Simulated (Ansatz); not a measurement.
Write a Python script for Ansatz's Python interface that makes vertical and adiabatic energies of changing the electron count of CH₂OTe, SMILES O=C[TeH]. Settings (for the species named): PBE, def2-SVP basis, multiplicity 1.

| atom | x (Å) | y (Å) | z (Å) |
| --- | --- | --- | --- |
| O | -1.2877 | -0.0775 | 0.9709 |
| C | -0.5286 | -0.4662 | 0.1561 |
| Te | 1.4672 | 0.1455 | 0.2559 |
| H | -0.7666 | -1.1463 | -0.6180 |
| H | 1.1657 | 1.4708 | -0.8063 |

The script, `adiabatic_ch2ote.py`:
```python
import itertools
import logging
import sys
import warnings

import ansatz as az
from ase.data import atomic_numbers, covalent_radii
import numpy as np

logging.basicConfig(stream=sys.stdout, format="%(name)s: %(message)s")
logger = logging.getLogger("ansatz_job")
logger.setLevel(logging.INFO)

GEOMETRY = """
O    -1.28770   -0.07750    0.97090
C    -0.52860   -0.46620    0.15610
Te    1.46720    0.14550    0.25590
H    -0.76660   -1.14630   -0.61800
H     1.16570    1.47080   -0.80630
"""


def main() -> None:
    warnings.simplefilter("ignore", az.DeckWarning)

    molecule = az.Crystal.molecule()
    for line in GEOMETRY.strip().splitlines():
        symbol, *xyz = line.split()
        molecule = molecule.atom(symbol, [float(v) for v in xyz])

    setup = (
        molecule.calculation()
        .basis(gaussian="def2-SVP")
        .functional("pbe")
    )
    symbols = [site.symbol for site in molecule.cartesian_sites]
    start = np.array([site.position_ang for site in molecule.cartesian_sites], dtype=float)
    summary = setup.relax(force_tolerance=0.01, max_steps=100).run().report
    end = np.array(summary["positions_ang"])

    minimum = az.Crystal.molecule()
    for symbol, place in zip(symbols, end):
        minimum = minimum.atom(symbol, place.tolist())
    ion = minimum.calculation()
    ion = ion.basis(gaussian="def2-SVP").functional("pbe")
    ion = ion.charge(1)
    ion = ion.spin("collinear", total=1)
    vertical = ion.run().report
    settled = ion.relax(force_tolerance=0.01, max_steps=80).run().report
    logger.info(f"vertical ionisation energy   {vertical['free_energy_ev'] - summary['free_energy_ev']:.3f} eV")
    logger.info(f"adiabatic, no zero point     {settled['free_energy_ev'] - summary['free_energy_ev']:.3f} eV")
    logger.info(f"relaxation energy of the ion {vertical['free_energy_ev'] - settled['free_energy_ev']:.3f} eV")
    ionised = np.array(settled["positions_ang"])
    radius = [covalent_radii[atomic_numbers[s]] for s in symbols]
    span = lambda where, i, j: np.linalg.norm(where[i] - where[j])
    bonded = [(i, j) for i, j in itertools.combinations(range(len(symbols)), 2) if min(span(end, i, j), span(ionised, i, j)) < 1.2 * (radius[i] + radius[j])]
    logger.info("pair        before    after (A)")
    for i, j in bonded:
        print(f"{symbols[i]}{i}-{symbols[j]}{j}".ljust(10), f"{span(end, i, j):8.4f} {span(ionised, i, j):8.4f}")
    for first, second in list(itertools.combinations(bonded, 2)):
        shared = set(first) & set(second)
        if shared and symbols[(j := shared.pop())] != "H":
            i, k = sorted((set(first) | set(second)) - {j})
            u, v = ionised[i] - ionised[j], ionised[k] - ionised[j]
            angle = np.degrees(np.arccos(np.clip(u @ v / np.linalg.norm(u) / np.linalg.norm(v), -1, 1)))
            logger.info(f"final angle {symbols[i]}{i}-{symbols[j]}{j}-{symbols[k]}{k}: {angle:.2f} deg")


if __name__ == "__main__":
    main()
```

```console
$ python adiabatic_ch2ote.py
ansatz_job: vertical ionisation energy   8.984 eV
ansatz_job: adiabatic, no zero point     8.796 eV
ansatz_job: relaxation energy of the ion 0.188 eV
ansatz_job: pair        before    after (A)
O0-C1        1.2006   1.1695
C1-Te2       2.1980   2.4379
C1-H3        1.1261   1.1196
Te2-H4       1.6824   1.6894
ansatz_job: final angle O0-C1-Te2: 118.07 deg
ansatz_job: final angle O0-C1-H3: 131.65 deg
ansatz_job: final angle Te2-C1-H3: 110.28 deg
ansatz_job: final angle C1-Te2-H4: 92.33 deg
```

The energies are electronic: no zero-point or thermal terms, and the basis set is short of its limit. The product may relax into another structure. The relaxation finds the nearest minimum, so the adiabatic value is an upper bound. def2 sets replace the cores of elements past krypton by effective core potentials. Run time: 45 s on 1 thread of Arm Neoverse V2 (shared host), peak memory 0.23 GiB.
